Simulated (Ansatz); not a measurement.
**AlNH3 (SMILES [NH2][AlH]) at UPBE0/cc-pVTZ**

What is the electronic atomisation energy of AlNH3 at UPBE0/cc-pVTZ? 

The results are computed with Ansatz 0.2.0.

41 further runs of the same task are left out: 41 set aside as unsound or not needed.

### 1 The molecule

The species is AlNH3 (5 atoms), meant as a doublet with charge 0. As SMILES, `[NH2][AlH]`. Geometry: relaxed at PBE0-D4/def2-TZVP. This is one conformer, not always the lowest.

Bond lengths: N1–Al2 1.774 Å, N1–H3 1.007 Å, N1–H4 1.009 Å, Al2–H5 1.604 Å. Angles: N1–Al2–H5 115.7°, Al2–N1–H3 125.4°, Al2–N1–H4 124.3°, H3–N1–H4 110.2°.

### 2 The energy at UPBE0/cc-pVTZ

in.yaml

```yaml
crystal:
  periodic: [false, false, false]
  atoms:
    - {symbol: N, position_ang: [-0.116600, -0.660800, 0.175100]}
    - {symbol: Al, position_ang: [0.836600, 0.833900, 0.120800]}
    - {symbol: H, position_ang: [0.148500, -1.505300, 0.655500]}
    - {symbol: H, position_ang: [-1.010300, -0.782800, -0.277400]}
    - {symbol: H, position_ang: [0.191800, 2.041400, -0.715400]}
basis:
  gaussian:
    orbitals: cc-pVTZ
magnetization:
  spin_polarized: true
  initial_magnetization: 1
hamiltonian:
  xc: {name: PBE0}
accuracy: high
output:
  orbitals: {seedname: orbitals}
```

Started as:

```sh
$ ansatz run in.yaml --threads 1 --pin off --max-ram 3480MiB --events-out events.jsonl --progress --plain --runs-dir runs
```

Log:

```text
Warning: RAYON_NUM_THREADS=1 ignored (pool sized by the plan → 1); use --threads N
Functional definition: PBE0
  name "PBE0"
  parameter a = 0.25
  parameter kappa = 0.804
  parameter beta = 0.06672455060314922
  exchange = (1 - a)*pbe_x(kappa = kappa, mu = beta*pi^2/3) + a*exact_x
  correlation = pbe_c(beta = beta)
1796 factors; integrals over basis functions are off by at most 2.9e-9 eV
mean field evaluation 1: about -8123.6607 eV, gradient 4.4e1 eV
mean field evaluation 2: about -8097.0190 eV, gradient 7.7e1 eV
mean field evaluation 4: about -8131.2224 eV, gradient 1.4e0 eV
mean field evaluation 8: about -8131.2535 eV, gradient 2.3e-2 eV
mean field evaluation 16: about -8131.2535 eV, gradient 7.8e-5 eV
mean field -8131.25352444 eV, -298.8180554614 hartree, gradient 4.6e-8 eV, S^2 0.752932; 0 other end points of the search recorded, 0 dependent functions left out
reference -8131.25352710 eV, -298.8180555594 hartree; 12, 11 occupied and 94, 95 virtual orbitals, 1796 factors
Total energy: -8131.25352710 eV, -298.8180555594 hartree
```

Wall time 5.4 s (1 thread of Intel Xeon 6975P-C (Granite Rapids), shared host); peak memory 0.35 GiB.

### 3 The Al atom

run.yaml

```yaml
crystal:
  periodic: [false, false, false]
  atoms:
    - {symbol: Al, position_ang: [0.000000, 0.000000, 0.000000]}
basis:
  gaussian:
    orbitals: cc-pVTZ
magnetization:
  spin_polarized: true
  initial_magnetization: 1
accuracy: high
hamiltonian:
  xc: {name: PBE0}
```

Run the same way, it converges to -242.25212 Eh (log not shown).

### 4 The H atom at the same level

job.yaml

```yaml
basis:
  gaussian:
    orbitals: cc-pVTZ
crystal:
  periodic: [false, false, false]
  atoms:
    - {symbol: H, position_ang: [0.000000, 0.000000, 0.000000]}
magnetization:
  spin_polarized: true
  initial_magnetization: 1
hamiltonian:
  xc: {name: PBE0}
accuracy: high
```

Run the same way, it converges to -0.50104 Eh (log not shown).

### 5 The N atom

input.yaml

```yaml
crystal:
  periodic: [false, false, false]
  atoms:
    - symbol: N
      position_ang: [0.000000, 0.000000, 0.000000]
basis:
  gaussian:
    orbitals: cc-pVTZ
magnetization:
  spin_polarized: true
  initial_magnetization: 3
hamiltonian:
  xc: pbe0
accuracy: high
```

Run the same way, it converges to -54.54160 Eh (log not shown).

### 6 Outcome

At UPBE0/cc-pVTZ:

| quantity | value |
| --- | --- |
| molecule: total energy | -298.81806 Eh |
| molecule: HOMO energy (highest over α and β) | -5.48 eV |
| molecule: LUMO energy (lowest over α and β) | -1.99 eV |
| molecule: ⟨S²⟩ | 0.753 |
| Al atom: total energy | -242.25212 Eh |
| Al atom: ⟨S²⟩ | 0.757 |
| H atom: total energy | -0.50104 Eh |
| H atom: ⟨S²⟩ | 0.750 |
| N atom: total energy | -54.54160 Eh |
| N atom: ⟨S²⟩ | 3.752 |
| electronic atomisation energy | 14.183 eV |

**Reading.** Taking the molecule apart into free atoms costs 14.18 eV (1368 kJ/mol), before zero-point energy and without spin-orbit coupling.
